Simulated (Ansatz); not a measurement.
Predict the output of the script below (Ansatz 0.2.0, Python API).

`fatbands_tcrh.py`:
```python
"""Orbital character of the bands of TcRh."""

from pathlib import Path

import ansatz
import numpy as np
import pandas as pd

vectors = np.array([
    [2.72206, 0.0, 0.0],
    [-1.36103, 2.35737, 0.0],
    [0.0, 0.0, 4.33113],
])
xtal = (
    ansatz.Lattice.of(vectors)
    .atom("Tc", (2 / 3, 1 / 3, 0.0))
    .atom("Rh", (0.0, 0.0, 0.5))
)

points = {"G": (0.0, 0.0, 0.0), "M": (0.5, 0.0, 0.0), "K": (0.33333, 0.33333, 0.0), "A": (0.0, 0.0, 0.5)}
model = (
    xtal.calculation()
    .occupations("cold", width=0.05)
    .basis(500)
    .kpoints(9, 9, 5)
    .functional("pbesol")
    .band_structure(list(points.values()), intervals=1)
    .fat_bands()
)
result = model.run(threads=1)
r = result.report
file = Path(result.write_results("results")) / "fatbands.tsv"
names = file.read_text().splitlines()[0].lstrip("# ").split("\t")
table = pd.read_csv(file, sep="\t", comment="#", names=names)
near = table[table.e_minus_ef.abs() < 3]
for ik, label in enumerate(points):
    print(label)
    for _, row in near[near.ik == ik].iterrows():
        main = row[names[4:]].astype(float).nlargest(2)
        print(f"   band {int(row.band):3d} {row.e_minus_ef:7.3f} eV  " + ", ".join(f"{k} {v:.2f}" for k, v in main.items()))
```

```console
$ python fatbands_tcrh.py
G
   band  10  -2.905 eV  rh1_l2_4D 0.95, tc0_l2_4D 0.05
   band  11  -2.905 eV  rh1_l2_4D 0.95, tc0_l2_4D 0.05
   band  12  -2.415 eV  tc0_l2_4D 0.56, rh1_l2_4D 0.43
   band  13  -1.652 eV  rh1_l2_4D 0.82, tc0_l2_4D 0.18
   band  14  -1.652 eV  rh1_l2_4D 0.82, tc0_l2_4D 0.18
   band  15  -1.404 eV  tc0_l2_4D 0.95, rh1_l2_4D 0.05
   band  16  -1.404 eV  tc0_l2_4D 0.95, rh1_l2_4D 0.05
   band  17   1.145 eV  tc0_l1_4P 0.00, rh1_l1_4P 0.00
   band  18   1.565 eV  tc0_l2_4D 0.82, rh1_l2_4D 0.18
   band  19   1.565 eV  tc0_l2_4D 0.82, rh1_l2_4D 0.18
M
   band  12  -2.056 eV  tc0_l2_4D 0.58, rh1_l2_4D 0.39
   band  13  -1.964 eV  rh1_l2_4D 0.59, tc0_l2_4D 0.16
   band  14  -1.375 eV  tc0_l2_4D 0.65, rh1_l2_4D 0.16
   band  15   0.416 eV  rh1_l2_4D 0.99, tc0_l2_4D 0.01
   band  16   2.038 eV  tc0_l2_4D 0.68, rh1_l2_4D 0.32
K
   band  13  -2.339 eV  tc0_l2_4D 0.97, rh1_l1_4P 0.01
   band  14  -0.937 eV  tc0_l2_4D 0.66, rh1_l2_4D 0.31
   band  15   0.735 eV  tc0_l2_4D 0.49, rh1_l2_4D 0.49
   band  16   1.254 eV  tc0_l2_4D 0.65, rh1_l2_4D 0.33
   band  17   1.385 eV  tc0_l2_4D 0.58, rh1_l2_4D 0.41
A
   band  13  -2.433 eV  tc0_l2_4D 0.57, rh1_l2_4D 0.43
   band  14  -2.433 eV  tc0_l2_4D 0.57, rh1_l2_4D 0.43
   band  15  -2.288 eV  tc0_l2_4D 0.74, tc0_l0_5S 0.22
   band  16   0.023 eV  rh1_l2_4D 0.57, tc0_l2_4D 0.43
   band  17   0.023 eV  rh1_l2_4D 0.57, tc0_l2_4D 0.43
   band  18   1.386 eV  tc0_l2_4D 0.91, rh1_l2_4D 0.08
   band  19   1.386 eV  tc0_l2_4D 0.91, rh1_l2_4D 0.08
```

Caveats:
- The computed bands are complete only to about 1.4 eV above the Fermi level.
- The mesh is modest for a metal, so energies can be off by several to tens of meV an atom and pressures by half a GPa or more; differences at equal mesh fare better.
- The structure comes from a database of computed cells and needn't be a stable or known phase.
- Levels are Kohn-Sham eigenvalues on this mesh, without spin-orbit coupling.
- Energies are less the Fermi level and bands count from 0. Only the largest channels are printed, equivalent atoms hold more, and in degenerate sets the split between sites is arbitrary; shells that the potentials lack have no channel.
- It ran for 5 s on 1 thread of Intel(R) Xeon(R) Platinum 8259CL CPU @ 2.50GHz (Skylake/Cascade Lake), with other jobs on the host, peak memory 0.44 GiB.
